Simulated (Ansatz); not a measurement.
Run this with Ansatz 0.2.0 through its Python package and show what comes out.

`torsion_ch3closn.py`
```python
import ansatz as az
from ase import Atoms


def main() -> None:
    atoms = Atoms(['C', 'O', 'Sn', 'Cl', 'H', 'H', 'H'], positions=[
        (0.0333, 0.8583, 0.0706),
        (0.2752, 0.1557, -1.092),
        (0.866, -1.6369, -0.5068),
        (-0.84, -2.8228, 0.4154),
        (-0.3567, 1.905, -0.2662),
        (-0.8343, 0.4418, 0.6384),
        (0.9177, 1.031, 0.6948),
    ])

    first = (
        az.Crystal.molecule_from_ase(atoms).calculation()
        .basis(gaussian='def2-SVP')
        .functional('R2SCAN0')
        .accuracy('medium')
        .relax(force_tolerance=0.02, max_steps=80)
    )
    atoms.positions = first.run(threads=1).report['positions_ang']

    start = atoms.get_dihedral(4, 0, 1, 2)
    energies = {}
    for turn in range(0, 360, 30):
        turned = atoms.copy()
        turned.set_dihedral(4, 0, 1, 2, start + turn, indices=[1, 2, 3])
        calc = (
            az.Crystal.molecule_from_ase(turned).calculation()
            .basis(gaussian='def2-SVP')
            .functional('R2SCAN0')
            .accuracy('medium')
        )
        energies[round((start + turn) % 360)] = calc.run(threads=1).report['free_energy_ev']
    floor = min(energies.values())
    print('dihedral H4-C0-O1-Sn2 (deg)   E - E(min) (kJ/mol)')
    for angle, e in sorted(energies.items()):
        print(f'{angle:8d} {96.485332 * (e - floor):14.3f}  ' + '#' * int(30 * (e - floor) / max(max(energies.values()) - floor, 1e-9)))


if __name__ == '__main__':
    main()
```

```console
$ python torsion_ch3closn.py
dihedral H4-C0-O1-Sn2 (deg)   E - E(min) (kJ/mol)
      27          2.658  ##################
      57          4.201  ##############################
      87          2.888  ####################
     117          1.356  #########
     147          2.034  ##############
     177          2.918  ####################
     207          1.371  #########
     237          0.000
     267          1.160  ########
     297          2.917  ####################
     327          2.256  ################
     357          1.360  #########
```

Reading the output:
- These settings explore the input space; basis and method may be short of convergence.
- The scan is rigid and the energies are electronic, in a modest basis. With rigid groups the curve can differ much from the relaxed path, the start wasn't checked as a minimum of this torsion, and equivalent turns needn't return to the same energy.
- def2 sets replace the cores of elements past krypton by effective core potentials.
- Wall time of the script: 2.7 min on 1 thread of Arm Neoverse V1, on a shared host, peak memory 0.28 GiB.

(Lines on the test bed's own set-up are left out of the output.)
